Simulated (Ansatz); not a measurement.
# NbTe (CsCl type): how the settings move a single-point run

Question: which choices in the input matter for NbTe (CsCl type)?

Program: Ansatz 0.2.0. Level of theory: reference: DFT, PBEsol, all-electron LAPW, scalar-relativistic. These are calculated values, not measurements.

1 further run of the same task is left out (it didn't finish). Runs told in other sessions of the task aren't counted.

## Step 1: The structure to begin with

The structure is cubic, space group Pm-3m (No. 221). The conventional cell has a = 3.089 Å, b = 3.089 Å, c = 3.089 Å, α = 90.00°, β = 90.00°, γ = 90.00°. Nb (site symmetry m-3m) has 8 Te at 2.68 Å in its first shell of neighbours. Te (site symmetry m-3m) has 8 Nb at 2.68 Å in its first shell of neighbours.

Coordinates:

```xyz
2
Lattice="3.0890 0.0000 0.0000 0.0000 3.0890 0.0000 0.0000 0.0000 3.0890" Properties=species:S:1:pos:R:3 pbc="T T T"
Nb    0.0000    0.0000    0.0000
Te    1.5445    1.5445    1.5445
```

## Step 2: Reference

Input file input.yaml:

```yaml
crystal:
  lattice:
    - [3.0889501291, 0.0, 0.0]
    - [0.0, 3.0889501291, 0.0]
    - [0.0, 0.0, 3.0889501291]
  atoms:
    - { symbol: Nb, position: [0.0, 0.0, 0.0] }
    - { symbol: Te, position: [0.5, 0.5, 0.5] }
kpoints:
  mp_grid: { grid: [12, 12, 12] }
scf:
  occupations: { method: fermi_dirac, width: 0.1 }
hamiltonian:
  xc: pbesol
  pseudopotentials: { kind: all_electron, lapw: { basis_error: 0.001 } }
output:
  forces: true
  stress: true
  eigenvalues: true
  populations: true
```

Run with:

```console
> ansatz run input.yaml --threads 1 --pin off --max-ram 2048MiB --backend cpu --events-out ev --progress --plain --runs-dir out
```

## Step 3: Changed: occupations.method tetrahedron_uncorrected, mixing.algorithm msr1, mixing.beta 0.7, hubbard.sites [{species: Nb, l: d, u_eff: 2.0}], hubbard.double_counting fll, width left out

Edit input.yaml of step 2 so:

```diff
@@ -11,3 +11,4 @@
 scf:
-  occupations: { method: fermi_dirac, width: 0.1 }
+  occupations: { method: tetrahedron_uncorrected }
+  mixing: { algorithm: msr1, beta: 0.7 }
 hamiltonian:
@@ -15,2 +16,3 @@
   pseudopotentials: { kind: all_electron, lapw: { basis_error: 0.001 } }
+  hubbard: { sites: [{ species: Nb, l: d, u_eff: 2.0 }], double_counting: fll }
 output:
```

Q: Predict the outcome of this session. Wanted: for each run, ending; energy change; pressure; gap; force.

The runs gave:

| run | ending | energy change | pressure (GPa) | gap (eV) | force (eV/Å) | cycles | time |
| --- | --- | --- | --- | --- | --- | --- | --- |
| reference | converged | 0 | 75.2 | 0.00 | 0.00 | 9 | 8.9 s |
| 1: occupations.method tetrahedron_uncorrected, mixing.algorithm msr1, mixing.beta 0.7, hubbard.sites [{species: Nb, l: d, u_eff: 2.0}], hubbard.double_counting fll, width left out | converged | +1.25 eV/atom (σ→0) (Hubbard term changed: no physical gain or loss) | 75.6 | 0.00 | 0.00 | 9 | 11 s |

Residual by cycle in the longest SCF loop of each run; runs are numbered as in the table. The quantity is the density residual dr2, in eV.

| cycle | reference | run 1 |
| --- | --- | --- |
| 1 | 0.163 | 0.2 |
| 2 | 0.038 | 0.0341 |
| 3 | 0.0149 | 0.0137 |
| 4 | 0.00246 | 0.00299 |
| 5 | 4.2e-4 | 5.7e-4 |
| 6 | 4.3e-5 | 7.0e-5 |
| 7 | 7.2e-6 | 1.1e-5 |
| 8 | 5.2e-7 | 2.9e-7 |
| 9 | 1.2e-8 | 2.4e-9 |

Changing the smearing, mixing, Hubbard U and double counting of the Hubbard term moves the energy by +1.25 eV/atom (σ→0 values), and the pressure goes from 75.2 to 75.6 GPa. Mixing only sets the path, so the shift comes from the other change. The U term adds an energy of its own, so the shift says nothing about which run is better. A changed U is a change of model: its shifts are not errors of convergence. The structure is not at rest: the sound run finds 75 GPa, so these are no properties of the relaxed crystal. 
